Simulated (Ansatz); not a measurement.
# LaS (antiNiAs): response to moved atoms and strain

Aim: move atoms of LaS (antiNiAs) or strain its cell, and read the forces, the stress and the rise in energy. The cell was built by placing the elements on the sites of a structure type; the runs don't test whether it is the stable form.

Method: DFT PBEsol, scalar-relativistic, plane waves, PAW, in Ansatz 0.2.0.

1 further run of the same task is left out (it didn't finish).

### Step 1. The structure to begin with

Symmetry: P6_3/mmc, No. 194, hexagonal system. Conventional cell: a = 4.041 Å, b = 4.041 Å, c = 6.959 Å, α = 90.00°, β = 90.00°, γ = 120.00°. La (site symmetry -6m2) is surrounded by 6 S at 2.91 Å. Around S (site symmetry -3m) lie 6 La at 2.91 Å.

Structure file:

```cif
data_structure
_symmetry_space_group_name_H-M 'P 1'
_symmetry_Int_Tables_number 1
_cell_length_a 4.0411
_cell_length_b 4.0411
_cell_length_c 6.9585
_cell_angle_alpha 90.000
_cell_angle_beta 90.000
_cell_angle_gamma 120.000
_cell_volume 98.41
loop_
_atom_site_label
_atom_site_type_symbol
_atom_site_fract_x
_atom_site_fract_y
_atom_site_fract_z
_atom_site_occupancy
La1 La 0.33333 0.66667 0.25000 1
La2 La 0.66667 0.33333 0.75000 1
S1 S 0.00000 0.00000 0.00000 1
S2 S 0.00000 0.00000 0.50000 1
```

An earlier run at PBEsol left this cell at 24.603 Å³/atom and 0.00 GPa (8×8×6 mesh).

The changes: atom 1 (La) moved 0.12 Å along y; strain e2 = +0.01, atoms carried along.

### Step 2. Atom 1 (La) moved 0.12 Å along y

input.yaml

```yaml
crystal:
  lattice:
    - [4.0410650935, 0.0, 0.0]
    - [-2.0205325468, 3.4996650293, 0.0]
    - [0.0, 0.0, 6.9585317842]
  atoms:
    - { symbol: La, position: [0.3504778313, 0.7009556626, 0.25] }
    - { symbol: La, position: [0.6666666667, 0.3333333333, 0.75] }
    - { symbol: S, position: [0.0, 0.0, 0.0] }
    - { symbol: S, position: [0.0, 0.0, 0.5] }
basis:
  ecutwfc: 420
  ecutrho_ratio: 4
kpoints:
  mp_grid: { grid: [8, 8, 6] }
hamiltonian:
  xc: pbesol
scf:
  occupations: { method: gaussian, width: 0.05 }
output:
  forces: true
  stress: true
  eigenvalues: true
  write_density: true
  write_potential: true
  elf: true
  volumetric_format: npy
```

Run with:

```console
> ansatz run input.yaml --threads 4 --pin off --max-ram 4096MiB --backend cpu --events-out ev --progress --plain --runs-dir out
```

What it wrote, shortened:

```text
Warning: RAYON_NUM_THREADS=4 ignored (pool sized by the plan → 4); use --threads N
[...]
Pseudopotentials: kind: paw
Pseudopotential: La, paw, valence charge 11, recommended cutoff 420 eV (normal), La.paw.azcp
Pseudopotential: S, paw, valence charge 6, recommended cutoff 420 eV (normal), S.paw.azcp
Functional definition: PBEsol
[...]
Crystal: 4 atoms, lattice volume = 98.410 Å³
Basis set: ecut = 420 eV, 1931 PW (Γ), exchange–correlation on 60×60×96 points (8 copies of the dense FFT grid, shifted against one another)
Bands: 21, of which v1, the nominal top of the filled ones, is band 17 counted from 1 (16 counted from 0)
Symmetry: 4 space group operations
Space group: Amm2 (ITA 38), of the structure as read, at distance tolerance 4.6e-5 Å
k-points: 84 of 384 (time reversal used)
[...]
SCF iter   1: F=—  HF=-14100.996207 eV  |F-HF|=—  |Δ(HF+E_count)|=         —  Δρ=4.80e-3  dr2=3.08e-2  ethr=1.77e-3  ⟨swp⟩=6.7  Hψ=9177  notcnv=0
[...]
SCF iter   6: F=-14100.985117 eV  HF=-14100.985117 eV  |F-HF|=9.68e-9  |Δ(HF+E_count)|=   2.43e-7  Δρ=6.71e-6  dr2=3.19e-8  ethr=2.94e-10  ⟨swp⟩=10.6  Hψ=15303  notcnv=0
[...]
SCF converged after 6 iterations
Free energy (F): -14100.985117 eV
[...]
E sigma→0 (E₀):  -14100.983632 eV
Entropy (-TS):   -0.002971 eV (-0.743 meV/atom)
Fermi energy:    11.759045 eV
[...]
--- Forces (eV/Å), atoms counted from 1 ---
  atom   1  La     0.00000000    -0.65077741    -0.00000000
  atom   2  La    -0.00000000     0.01962416     0.00000000
  atom   3  S     -0.00000000     0.31558036    -0.04456029
  atom   4  S     -0.00000000     0.31558036     0.04456029
[...]
--- Stress (GPa, compression-positive) ---
        0.795544       0.000000       0.000000
        0.000000      -0.477589      -0.000000
        0.000000      -0.000000       0.288725
  P = ⅓ Tr σ = 0.2022 GPa (2.022 kbar)
--- Band table (eV; the first three rows and the last of 84) ---
  k-point 0: bands = ["-21.1666", "-21.0955", "-5.9988", "-4.7213", "-4.6515", "-4.6511", "-4.6135", "-4.5857", "-2.1648", "-0.2521", "5.7519", "7.7237", "7.8113", "7.8781", "8.1279", "9.3408", "11.3068", "12.2331", "12.2376", "12.3393", "12.4648"]
[...]
```

Wall time 11 s (4 threads of Arm Neoverse N1, shared host); peak memory 0.54 GiB.

In short: volume 24.603 Å³/atom, pressure 0.20 GPa, no gap.

Forces on the atoms, as numbers:

```
atom  x (eV/Å)  y (eV/Å)  z (eV/Å)
 La1     0.000    -0.651     0.000
 La2     0.000     0.020     0.000
  S3     0.000     0.316    -0.045
  S4     0.000     0.316     0.045
```

Axes a, b and c in the maps are those of this run's conventional cell (a, b, c = 6.959, 4.041, 6.999 Å).

Density in a lattice plane of the grid's cell (edges 6.96 and 7.00 Å, at 0.000 of the third edge), which holds La and S.

Ten even steps from '0' (-0.04 e/Å³) to '9' (1.72 e/Å³):
```
466311011366456311011365
554210001245554210001245
221100000112222111111122
110000000001111123332111
000000000000001368986310
000000000000002599899520
000000000000012698789621
000000000000002599899520
000000000000001368986310
000012221000000123432100
001246764210000001110000
001489998410000000000000
012698889621000000000000
012699899621000000000000
001479997410000000000000
111235553211110000000001
222111111122222100000122
554211011245554210001245
466311011365466311011366
036421012463036421012463
```
Columns run along the first of these edges and rows up along the second, over one cell in 24 and 20 even steps from the bottom left corner. Atoms in the plane (fractional): La at (0.75, 0.65), La at (0.25, 0.33), S at (0.00, 0.00), S at (0.50, 0.00).

ELF in the same plane.

Ten even steps from ' ' (0.01) to '@' (0.86):
```
--**@@@@##--..--##@@@@**--**@@@@##--..--##@@@@**
@@@@@@%%**::..::**%%@@@@@@@@@@%%==..  ..==%%@@@@
@@@@%%**--......--**%%@@@@%%**--..........--**%%
++**++--::......::--++**++--..::==**##**==::..--
..::::::::::::::::::::::....::**@@@@@@@@@@**::..
  ..::::----------::::..  ..++@@@@++::++@@@@++..
  ..::::----==----::::..  ::##@@%%::  ::%%@@##::
  ......::::::::::......  ..++@@@@++::++@@@@++..
        ....::....          ::**@@@@@@@@@@**::  
      ..--**##**--..          ::++%%@@%%++::    
    ..++%%@@@@@@%%++..          ..::--::..      
  ..==%%@@##++##@@%%==..  ......................
  ::##@@%%::  ::%%@@##::  ..::::----------::::..
  ..**@@@@--  --@@@@**..  ..::::----------::::..
....--%%@@@@%%@@@@%%--....::::::::::::::::::::::
++--..--**%%@@%%**--..--++**++--::......::--++**
@@%%**--::::--::::--**%%@@@@%%**--......--**%%@@
@@@@@@##==..  ..==##@@@@@@@@@@%%**::..::**%%@@@@
--**@@@@##--..--##@@@@**--**@@@@##--..--##@@@@**
  ::%%@@%%--..--%%@@%%::  ::%%@@%%--..--%%@@%%::
```
Columns run along the first of these edges and rows up along the second, over one cell in 24 and 20 even steps from the bottom left corner. Atoms in the plane (fractional): La at (0.75, 0.65), La at (0.25, 0.33), S at (0.00, 0.00), S at (0.50, 0.00).

Both are smooth fields of the valence electrons: close to the nuclei they are not physical.

Maxima of ELF outside the ion cores: 0.86 in the shell around S, 0.8 Å from S.

### Step 3. Strain e2 = +0.01, atoms carried along

input.yaml

```yaml
crystal:
  lattice:
    - [4.0410650935, 0.0, 0.0]
    - [-2.0205325468, 3.5346616796, 0.0]
    - [0.0, 0.0, 6.9585317842]
  atoms:
    - { symbol: La, position: [0.3333333333, 0.6666666667, 0.25] }
    - { symbol: La, position: [0.6666666667, 0.3333333333, 0.75] }
    - { symbol: S, position: [0.0, 0.0, 0.0] }
    - { symbol: S, position: [0.0, 0.0, 0.5] }
basis:
  ecutwfc: 420
  ecutrho_ratio: 4
kpoints:
  mp_grid: { grid: [8, 8, 6] }
hamiltonian:
  xc: pbesol
scf:
  occupations: { method: gaussian, width: 0.05 }
output:
  forces: true
  stress: true
  eigenvalues: true
```

Run with:

```console
> ansatz run input.yaml --threads 4 --pin off --max-ram 4096MiB --backend cpu --events-out ev --progress --plain --runs-dir out
```

What it wrote, shortened:

```text
Warning: RAYON_NUM_THREADS=4 ignored (pool sized by the plan → 4); use --threads N
[...]
[... 4 set-up lines as earlier in the session ...]
[...]
Crystal: 4 atoms, lattice volume = 99.394 Å³
Basis set: ecut = 420 eV, 1951 PW (Γ), exchange–correlation on 60×60×96 points (8 copies of the dense FFT grid, shifted against one another)
Bands: 21, of which v1, the nominal top of the filled ones, is band 17 counted from 1 (16 counted from 0)
Symmetry: 8 space group operations
Space group: Cmcm (ITA 63), of the structure as read, at distance tolerance 4.6e-5 Å
k-points: 84 of 384
[...]
SCF iter   1: F=—  HF=-14101.031555 eV  |F-HF|=—  |Δ(HF+E_count)|=         —  Δρ=4.79e-3  dr2=3.15e-2  ethr=1.77e-3  ⟨swp⟩=6.6  Hψ=9161  notcnv=0
[...]
SCF converged after 6 iterations
Free energy (F): -14101.020825 eV
[...]
E sigma→0 (E₀):  -14101.019306 eV
Entropy (-TS):   -0.003038 eV (-0.759 meV/atom)
Fermi energy:    11.619263 eV
[...]
--- Forces (eV/Å), atoms counted from 1 ---
  atom   1  La     0.00000000    -0.03003673     0.00000000
  atom   2  La    -0.00000000     0.03003673    -0.00000000
  atom   3  S     -0.00000000    -0.00000000    -0.00000000
  atom   4  S      0.00000000     0.00000000     0.00000000
[...]
--- Stress (GPa, compression-positive) ---
       -0.467681       0.000000       0.000000
        0.000000      -1.363577       0.000000
        0.000000       0.000000      -0.601410
  P = ⅓ Tr σ = -0.8109 GPa (-8.109 kbar)
--- Band table (eV; the first three rows and the last of 84) ---
  k-point 0: bands = ["-21.3291", "-21.2608", "-6.1051", "-4.8780", "-4.8185", "-4.8095", "-4.7752", "-4.7672", "-2.2791", "-0.4211", "5.6445", "7.6050", "7.6569", "7.8742", "7.8966", "9.2375", "11.2263", "12.0743", "12.1533", "12.1807", "12.3093"]
[...]
```

Wall time 5.9 s (4 threads of Arm Neoverse N1, shared host); peak memory 0.56 GiB.

Result: volume 24.849 Å³/atom, pressure -0.81 GPa, a metal on this mesh.

Forces on the atoms, as numbers:

```
atom  x (eV/Å)  y (eV/Å)  z (eV/Å)
 La1     0.000    -0.030     0.000
 La2     0.000     0.030     0.000
```

### Step 4. Results

| change | change of free energy (meV/atom) | largest force (eV/Å) | largest change of stress (GPa) |
| --- | --- | --- | --- |
| atom 1 (La) moved 0.12 Å along y | 9.99 | 0.651 | 0.80 |
| strain e2 = +0.01, atoms carried along | 1.06 | 0.030 | 1.35 |

Moving atom 1 by 0.12 Å meets a restoring force of 0.651 eV/Å along the move, a force constant of about 5.4 eV/Å². The strain e2 = +0.01 changes that stress component by -1.35 GPa (compression positive), a ratio of 135 GPa; that is a secant over a finite strain with the atoms carried along, not the elastic constant. No change lowers the energy by more than 0.5 meV/atom; other distortions weren't tried.
